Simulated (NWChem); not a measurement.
**One shape, several levels: C2H5GaS (SMILES [CH3][Ga]1[CH2][S]1)**

We compute a comparison of 3 runs (HF/STO-3G, HF/3-21G, B3LYP/6-31G*) of C2H5GaS. 

Program for the calculation: NWChem 7.3.0.

## Step 1: The structure to begin with

C2H5GaS has 9 atoms, charge 0, and is taken as a singlet. SMILES: `[CH3][Ga]1[CH2][S]1`. The coordinates come from a PBE0-D4/def2-TZVP relaxation.

Bond lengths: C1–Ga2 1.935 Å, Ga2–C3 1.932 Å, Ga2–S4 2.176 Å, C3–S4 1.887 Å, C1–H5 1.091 Å, C1–H6 1.089 Å, C1–H7 1.091 Å, C3–H8 1.086 Å, C3–H9 1.086 Å. Some angles: C1–Ga2–C3 163.4°, C1–Ga2–S4 142.3°, C3–Ga2–S4 54.3°, Ga2–C3–S4 69.4°, Ga2–S4–C3 56.2°, Ga2–C1–H5 109.0°, Ga2–C1–H6 111.5°, Ga2–C1–H7 109.1°, Ga2–C3–H8 120.6°, Ga2–C3–H9 120.6°.

## Step 2: Energy and gradient at HF/STO-3G (run 1)

Contents of c2h5gas.nw:

```
start c2h5gas
title "C2H5GaS hf"
memory total 2200 mb

geometry noautosym nocenter noautoz
  C       -0.786600       1.664300       0.305300
  Ga      -0.082500      -0.111600      -0.003300
  C        1.101000      -1.600700      -0.340600
  S       -0.681800      -2.196300      -0.171800
  H       -1.269800       1.690800       1.283200
  H       -0.000400       2.417300       0.269600
  H       -1.538300       1.887300      -0.453300
  H        1.509700      -1.769300      -1.332600
  H        1.748700      -1.981800       0.443500
end

basis "ao basis" spherical bse
  * library STO-3G
end

scf
  thresh 1e-08
  maxiter 80
end

task scf gradient
```

On the command line:

```
$ nwchem c2h5gas.nw > c2h5gas.out
```

The log of the run:

```text
[...]
  functions       =    42
[...]
  wavefunction    = RHF
[...]
         Total SCF energy =  -2371.790930530235
      One-electron energy =  -3981.419339833428
      Two-electron energy =   1277.731556621701
 Nuclear repulsion energy =    331.896852681492
        Time for solution =      3.6s
[...]
                         RHF ENERGY GRADIENTS
    atom               coordinates                        gradient
                 x          y          z           x          y          z
   1 C      -1.486458   3.145071   0.576933   -0.014858   0.052158   0.008254
   2 Ga     -0.155902  -0.210893  -0.006236   -0.013558   0.033965   0.005800
   3 C       2.080588  -3.024884  -0.643641    0.070127  -0.031126  -0.013168
   4 S      -1.288415  -4.150405  -0.324655   -0.039541  -0.049599  -0.000599
   5 H      -2.399574   3.195149   2.424896   -0.002665  -0.004354   0.007168
   6 H      -0.000756   4.568035   0.509470    0.008435   0.002874  -0.000940
   7 H      -2.906965   3.566480  -0.856613   -0.004823  -0.002887  -0.006825
   8 H       2.852919  -3.343492  -2.518249   -0.002305   0.000159  -0.005396
   9 H       3.304564  -3.745059   0.838093   -0.000812  -0.001191   0.005706
[...]
```

It took 5.1 s on 1 thread of AMD EPYC 9R45 (Zen 5), shared host; peak memory 0.1 GiB.

## Step 3: Energy and gradient at HF/3-21G (run 2)

Contents of sp.nw:

```
start sp
title "C2H5GaS"
memory 2200 mb
geometry units angstrom noautosym nocenter noautoz
  C       -0.786600       1.664300       0.305300
  Ga      -0.082500      -0.111600      -0.003300
  C        1.101000      -1.600700      -0.340600
  S       -0.681800      -2.196300      -0.171800
  H       -1.269800       1.690800       1.283200
  H       -0.000400       2.417300       0.269600
  H       -1.538300       1.887300      -0.453300
  H        1.509700      -1.769300      -1.332600
  H        1.748700      -1.981800       0.443500
end
basis spherical bse
  * library 3-21G
end
scf
  thresh 1e-08
  maxiter 80
  print medium
end
task scf gradient
```

On the command line:

```
$ nwchem sp.nw > sp.out
```

The log of the run:

```text
[...]
  functions       =    63
[...]
  wavefunction    = RHF
[...]
         Total SCF energy =  -2387.616781622541
      One-electron energy =  -3988.215966657112
      Two-electron energy =   1268.702332353080
 Nuclear repulsion energy =    331.896852681492
        Time for solution =      2.9s
[...]
                         RHF ENERGY GRADIENTS
    atom               coordinates                        gradient
                 x          y          z           x          y          z
   1 C      -1.486458   3.145071   0.576933    0.001736  -0.005490  -0.000964
   2 Ga     -0.155902  -0.210893  -0.006236   -0.006082  -0.025165  -0.002158
   3 C       2.080588  -3.024884  -0.643641   -0.040249  -0.007549   0.004501
   4 S      -1.288415  -4.150405  -0.324655    0.037347   0.041379  -0.000075
   5 H      -2.399574   3.195149   2.424896   -0.001923  -0.002551   0.004367
   6 H      -0.000756   4.568035   0.509470    0.004681   0.002347  -0.000433
   7 H      -2.906965   3.566480  -0.856613   -0.003259  -0.001605  -0.004042
   8 H       2.852919  -3.343492  -2.518249    0.002826   0.000260  -0.008397
   9 H       3.304564  -3.745059   0.838093    0.004923  -0.001625   0.007201
[...]
```

It took 4.5 s on 1 thread of AMD EPYC 9R45 (Zen 5), shared host; peak memory 0.1 GiB.

## Step 4: Energy and gradient at B3LYP/6-31G(d) (Cartesian functions) (run 3)

Contents of mol.nw:

```
start mol
memory stack 880 mb heap 220 mb global 1100 mb
charge 0

geometry noautosym nocenter noautoz
  C     -0.786600     1.664300     0.305300
  Ga    -0.082500    -0.111600    -0.003300
  C      1.101000    -1.600700    -0.340600
  S     -0.681800    -2.196300    -0.171800
  H     -1.269800     1.690800     1.283200
  H     -0.000400     2.417300     0.269600
  H     -1.538300     1.887300    -0.453300
  H      1.509700    -1.769300    -1.332600
  H      1.748700    -1.981800     0.443500
end

basis "ao basis"
  * library 6-31G*
end

dft
  xc b3lyp
  mult 1
  grid fine
  convergence energy 1e-08
  iterations 100
  mulliken
  noprint "final vectors analysis"
end

task dft gradient
```

On the command line:

```
$ nwchem mol.nw > mol.out
```

The log of the run:

```text
[...]
          Wavefunction type:  closed shell.
          No. of atoms     :     9
          No. of electrons :    64
[...]
          Charge           :     0
          Spin multiplicity:     1
[...]
          AO basis - number of functions:    94
[...]
              XC Information
              --------------
                         B3LYP Method XC Potential
                     Hartree-Fock (Exact) Exchange  0.200
                        Slater Exchange Functional  0.800 local
                    Becke 1988 Exchange Functional  0.720 non-local
              Lee-Yang-Parr Correlation Functional  0.810
                  VWN I RPA Correlation Functional  0.190 local
[...]
 d= 0,ls=0.0,diis     1  -2401.9707629340 -2.73D+03  1.60D-02  1.01D+00     2.1
[...]
 d= 0,ls=0.0,diis    11  -2402.0328598576 -2.83D-09  5.88D-07  2.80D-09    16.7
         Total DFT energy =    -2402.032859857599
      One electron energy =    -4000.402783324250
           Coulomb energy =     1379.975773979978
    Exchange-Corr. energy =     -113.502703194820
 Nuclear repulsion energy =      331.896852681492
[...]
  wavefunction    = closed shell
                         DFT ENERGY GRADIENTS
    atom               coordinates                        gradient
                 x          y          z           x          y          z
   1 C      -1.486458   3.145071   0.576933    0.002392  -0.003795  -0.000782
   2 Ga     -0.155902  -0.210893  -0.006236   -0.002712  -0.007554  -0.000541
   3 C       2.080588  -3.024884  -0.643641   -0.008708   0.001327   0.001317
   4 S      -1.288415  -4.150405  -0.324655    0.011398   0.011747  -0.000123
   5 H      -2.399574   3.195149   2.424896    0.000839  -0.000191  -0.001832
   6 H      -0.000756   4.568035   0.509470   -0.001627  -0.001242   0.000120
   7 H      -2.906965   3.566480  -0.856613    0.001331  -0.000577   0.001404
   8 H       2.852919  -3.343492  -2.518249   -0.001277  -0.000011   0.001548
   9 H       3.304564  -3.745059   0.838093   -0.001637   0.000295  -0.001110
[...]
```

Run time: 24 s. Hardware: 1 thread of AMD EPYC 9R45 (Zen 5), shared host; peak memory 0.13 GiB.

## Step 5: Overview of the runs

```csv
run,level,Cartesian functions,iteration cap,energy (Eh),dipole moment (D),HOMO energy (eV),LUMO energy (eV),wall time
1,HF/STO-3G,no,80,-2371.790931,1.54,-6.50,5.01,5.1 s
2,HF/3-21G,no,80,-2387.616782,4.88,-8.76,1.80,4.5 s
3,B3LYP/6-31G* (Cartesian functions),yes,100,-2402.032860,3.41,–,–,24 s
```

## Step 6: Results

| quantity | value |
| --- | --- |
| run 3: total energy | -2402.03286 Eh |
| run 3: dipole moment | 3.41 D |
| run 3: largest force on an atom | 0.842 eV/Å |

**Reading.** The dipole moment (its size) runs from 1.54 D (HF/STO-3G) to 4.88 D (HF/3-21G). In run 1 the basis is minimal, so the values are rough. All runs together took 34 s, the longest 24 s.
